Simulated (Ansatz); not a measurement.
## Sb, space group P2_1/m: Fermi-surface readings

Run with the Ansatz DFT code, driven from Python.

The script, `run_fermi.py`:
```python
"""Fermi surface readings for Sb."""

import ansatz as az
from pymatgen.core import Lattice, Structure
from pymatgen.io.ase import AseAtomsAdaptor


def main() -> None:
    pmg_structure = Structure(
        Lattice([(3.122402, 0.0, 0.0), (0.0, 4.347518, 0.0), (-0.038915, 0.0, 4.405852)]),
        ["Sb", "Sb"],
        [
            (0.988611, 0.75, 0.758834),
            (0.011389, 0.25, 0.241166),
        ],
    )
    sb = az.Crystal.from_ase(AseAtomsAdaptor.get_atoms(pmg_structure))

    setup = sb.calculation()
    setup = setup.pseudopotentials("paw")
    setup = setup.kpoints(spacing=0.24)
    setup = setup.functional("r2SCAN", dispersion="d4")
    setup = setup.occupations(az.OccupationsMethod.COLD, width=100 * az.meV).basis(550)
    setup = setup.eigenstates(nscf_kmesh=(10, 8, 8), level_slopes=True)
    surface = setup.run(threads=1, pin="off").fermi_surface().to_plain()
    for way, reading in surface.items():
        if reading:
            rho_lambda = [f"{v:.3e}" for v in reading["resistivity_times_mean_free_path_ohm_m2"]]
            print(f"{way:24s} area {reading['spin_summed_area_per_ang2']:8.3f} 1/A^2  rho*lambda (ohm m^2) {rho_lambda}")


if __name__ == "__main__":
    main()
```

```console
$ python run_fermi.py
by_tetrahedra            area   41.427 1/A^2  rho*lambda (ohm m^2) ['7.488e-16', '7.239e-16', '7.418e-16']
by_slopes                area   37.205 1/A^2  rho*lambda (ohm m^2) ['6.904e-16', '8.710e-16', '9.485e-16']
on_every_second_point    area   31.336 1/A^2  rho*lambda (ohm m^2) ['7.552e-16', '1.142e-15', '1.142e-15']
```

What to keep in mind:
- Dispersion corrections can be off by several per cent in the lattices of metals, and by several GPa in the pressure at a fixed cell.
- For a metal this k-point mesh is coarse: on a finer one energies can move by several to tens of meV an atom and pressures by half a GPa or more, differences at one mesh by less.
- This isn't the structure that Sb takes at ambient conditions.
- The three readings differ by the mesh error.
- Wall time of the script: 39 s on 1 thread of Arm Neoverse V1, with other jobs on the host, peak memory 0.62 GiB.
